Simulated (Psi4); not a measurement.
**SnF4 (SMILES [F][Sn]([F])([F])[F]) at 3 levels**

Aim: a comparison of 3 runs (DSD-PBEP86/def2-SVP, TPSSh/def2-SVP, wB97X-V/def2-SVP) of SnF4. 

Program for the calculation: Psi4 1.11.

15 further runs of the same task are left out: 15 that didn't finish.

## 1. The system as given

The species is SnF4 (5 atoms), meant as a singlet with charge 0. As SMILES, `[F][Sn]([F])([F])[F]`. The coordinates come from a PBE0-D4/def2-TZVP relaxation.

Bond lengths: F1–Sn2 1.876 Å, Sn2–F3 1.876 Å, Sn2–F4 1.876 Å, Sn2–F5 1.876 Å. Angles: F1–Sn2–F3 109.5°, F1–Sn2–F4 109.5°, F1–Sn2–F5 109.5°, F3–Sn2–F4 109.5°, F3–Sn2–F5 109.5°, F4–Sn2–F5 109.5°.

## 2. The energy at DSD-PBEP86/def2-SVP (core potential, density fitting for correlation) (run 1)

input.in reads:

```
memory 2.2 GB

molecule {
  F      0.130300    -0.871400     1.656700
  Sn     0.009900    -0.014700    -0.008300
  F     -1.285400     1.340000     0.078100
  F     -0.477600    -1.263800    -1.320800
  F      1.672500     0.736200    -0.447200
  symmetry c1
}

set {
  reference            rks
  puream               true
  e_convergence        1e-09
  d_convergence        1e-08
  scf_type             pk
  dft_radial_points    99
  dft_spherical_points 590
  num_frozen_docc      8
}

energy_value, wavefunction = energy("dsd-pbep86/def2-SVP", return_wfn=True)
```

Launch:

```console
$ psi4 -i input.in -o input.out -n 1
```

input.out:

```text
[...]
    !!!  WARNING: ECP capability is in beta. Please check occupations closely.  !!!
[...]
  Running in c1 symmetry.
[...]
  Nuclear repulsion =  307.301543135868371
[...]
  Multiplicity = 1
[...]
  Nalpha       = 29
  Nbeta        = 29
[...]
    Number of basis functions: 82
[...]
   @RKS iter   1:  -611.71581638056909   -2.38876e+00   8.69891e-03 DIIS/ADIIS
[...]
   @RKS iter  10:  -611.90217352691332   -6.59384e-12   7.10750e-09 DIIS
[...]
  @RKS Final Energy:  -611.90217352691332
   => Energetics <=
    Nuclear Repulsion Energy =            307.3015431358683713
    One-Electron Energy =               -1545.2357678073501575
    Two-Electron Energy =                 643.2125631197601479
    DFT Exchange-Correlation Energy =     -17.1805119751916493
    Empirical Dispersion Energy =           0.0000000000000000
    VV10 Nonlocal Energy =                  0.0000000000000000
    Total Energy =                       -611.9021735269133160
[...]
 Multipole Moments:
 ------------------------------------------------------------------------------------
     Multipole            Electronic (a.u.)      Nuclear  (a.u.)        Total (a.u.)
 ------------------------------------------------------------------------------------
 L = 1.  Multiply by 2.5417464519 to convert [e a0] to [Debye]
 Dipole X            :         -0.0015175            0.0012756           -0.0002419
 Dipole Y            :          0.0015032           -0.0012756            0.0002277
 Dipole Z            :         -0.0000030           -0.0000000           -0.0000030
 Magnitude           :                                                    0.0003322
[...]
```

Run time: 11 s. Hardware: 1 thread of AMD EPYC 7R43 (Zen 3), shared host; peak memory 0.75 GiB.

## 3. Energy and forces at TPSSh/def2-SVP (core potential) (run 2)

calc.py reads:

```python
import psi4

psi4.set_memory(2200000000)
psi4.set_num_threads(1)
psi4.core.set_output_file('run.log', False)

geom = psi4.geometry("""
0 1
F      0.130300    -0.871400     1.656700
Sn     0.009900    -0.014700    -0.008300
F     -1.285400     1.340000     0.078100
F     -0.477600    -1.263800    -1.320800
F      1.672500     0.736200    -0.447200
units angstrom
symmetry c1
no_reorient
no_com
""")

options = {'basis': 'def2-SVP', 'puream': True, 'e_convergence': 1e-09, 'd_convergence': 1e-08, 'scf_type': 'pk', 'dft_radial_points': 99, 'dft_spherical_points': 590}
psi4.set_options(options)

energy_value, wavefunction = psi4.gradient('tpssh', return_wfn=True)
psi4.oeprop(wavefunction, 'QUADRUPOLE', 'LOWDIN_CHARGES', 'MAYER_INDICES', title='TPSSH')
print('gradient / Eh bohr^-1')
print(energy_value.np.round(6))
print(f'energy = {wavefunction.energy():.10f} Eh')
```

Launch:

```console
$ python calc.py
```

run.log:

```text
[...]
    !!!  WARNING: ECP capability is in beta. Please check occupations closely.  !!!
[...]
  Running in c1 symmetry.
[...]
  Nuclear repulsion =  307.301543135868371
[...]
  Multiplicity = 1
[...]
  Nalpha       = 29
  Nbeta        = 29
[...]
    Number of basis functions: 82
[...]
   @RKS iter   1:  -613.15015914159017   -1.67011e+00   9.28271e-03 DIIS/ADIIS
[...]
   @RKS iter  10:  -613.33894114718771   -1.37561e-11   6.84079e-09 DIIS
[...]
  @RKS Final Energy:  -613.33894114718771
   => Energetics <=
    Nuclear Repulsion Energy =            307.3015431358683713
    One-Electron Energy =               -1545.7518603078065098
    Two-Electron Energy =                 679.3643384277683026
    DFT Exchange-Correlation Energy =     -54.2529624030178255
    Empirical Dispersion Energy =           0.0000000000000000
    VV10 Nonlocal Energy =                  0.0000000000000000
    Total Energy =                       -613.3389411471877111
[...]
  -Total Gradient:
     Atom            X                  Y                   Z
    ------   -----------------  -----------------  -----------------
       1       -0.001469709652     0.009930090649    -0.019072186517
       2       -0.000035420347     0.000010464739    -0.000006013085
       3        0.014874444237    -0.015623760157    -0.001069406502
       4        0.005687015555     0.014173126652     0.015099606675
       5       -0.019039062823    -0.008686169082     0.005165908392
[...]
```

On the terminal:

```text
gradient / Eh bohr^-1
[[-1.4700e-03  9.9300e-03 -1.9072e-02]
 [-3.5000e-05  1.0000e-05 -6.0000e-06]
 [ 1.4874e-02 -1.5624e-02 -1.0690e-03]
 [ 5.6870e-03  1.4173e-02  1.5100e-02]
 [-1.9039e-02 -8.6860e-03  5.1660e-03]]
energy = -613.3389411472 Eh
```

It took 34 s on 1 thread of AMD EPYC 7R43 (Zen 3), shared host; peak memory 1.4 GiB.

## 4. A single-point energy at wB97X-V/def2-SVP (core potential) (run 3)

f4sn.dat reads:

```
memory 2200 MB

molecule geom {
  F      0.130300    -0.871400     1.656700
  Sn     0.009900    -0.014700    -0.008300
  F     -1.285400     1.340000     0.078100
  F     -0.477600    -1.263800    -1.320800
  F      1.672500     0.736200    -0.447200
  symmetry c1
}

set {
  basis                def2-SVP
  puream               true
  e_convergence        1e-09
  d_convergence        1e-08
  scf_type             pk
  dft_radial_points    99
  dft_spherical_points 590
}

energy('wb97x-v')
```

Launch:

```console
$ psi4 -i f4sn.dat -o f4sn.out -n 1
```

f4sn.out:

```text
[...]
    !!!  WARNING: ECP capability is in beta. Please check occupations closely.  !!!
[...]
  Running in c1 symmetry.
[...]
  Nuclear repulsion =  307.301543135868371
[...]
  Multiplicity = 1
[...]
  Nalpha       = 29
  Nbeta        = 29
[...]
    Number of basis functions: 82
[...]
   @RKS iter   1:  -613.05676392833846   -2.19807e+00   9.47674e-03 DIIS/ADIIS
[...]
   @RKS iter  11:  -613.27735478424813   -4.54747e-12   9.10399e-09 DIIS
[...]
  @RKS Final Energy:  -613.27735478424813
   => Energetics <=
    Nuclear Repulsion Energy =            307.3015431358683713
    One-Electron Energy =               -1545.4661764217682958
    Two-Electron Energy =                 667.4188389925892579
    DFT Exchange-Correlation Energy =     -42.7656368920253627
    Empirical Dispersion Energy =           0.0000000000000000
    VV10 Nonlocal Energy =                  0.2340764010878619
    Total Energy =                       -613.2773547842481321
[...]
 Multipole Moments:
 ------------------------------------------------------------------------------------
     Multipole            Electronic (a.u.)      Nuclear  (a.u.)        Total (a.u.)
 ------------------------------------------------------------------------------------
 L = 1.  Multiply by 2.5417464519 to convert [e a0] to [Debye]
 Dipole X            :         -0.0014959            0.0012756           -0.0002203
 Dipole Y            :          0.0014827           -0.0012756            0.0002072
 Dipole Z            :         -0.0000005           -0.0000000           -0.0000005
 Magnitude           :                                                    0.0003024
[...]
```

It took 63 s on 1 thread of AMD EPYC 7R43 (Zen 3), shared host; peak memory 0.8 GiB.

## 5. Overview of the runs

| run | level | task | fitting correlation | energy (Eh) | HOMO energy (eV) | LUMO energy (eV) | HOMO–LUMO gap (eV) | wall time |
| --- | --- | --- | --- | --- | --- | --- | --- | --- |
| 1 | DSD-PBEP86/def2-SVP (core potential, density fitting for correlation) | energy | density fitting | -612.349948 | -15.76 | -1.15 | 14.61 | 11 s |
| 2 | TPSSh/def2-SVP (core potential) | gradient | – | -613.338941 | -10.89 | -3.87 | 7.02 | 34 s |
| 3 | wB97X-V/def2-SVP (core potential) | energy | – | -613.277355 | -14.61 | -1.06 | 13.55 | 63 s |

## 6. Results

| quantity | value |
| --- | --- |
| run 3: total energy | -613.27735 Eh |
| run 3: dipole moment | 0.00 D |
| run 3: HOMO energy | -14.61 eV |
| run 3: LUMO energy | -1.06 eV |
| run 3: HOMO–LUMO gap | 13.55 eV |

**Reading.** The HOMO–LUMO gap runs from 7.02 eV (TPSSh/def2-SVP) to 14.61 eV (DSD-PBEP86/def2-SVP). A double hybrid's value is that of its SCF part. Totals of different functionals can't be ranked against each other. All runs together took 1.8 min, the longest 63 s.
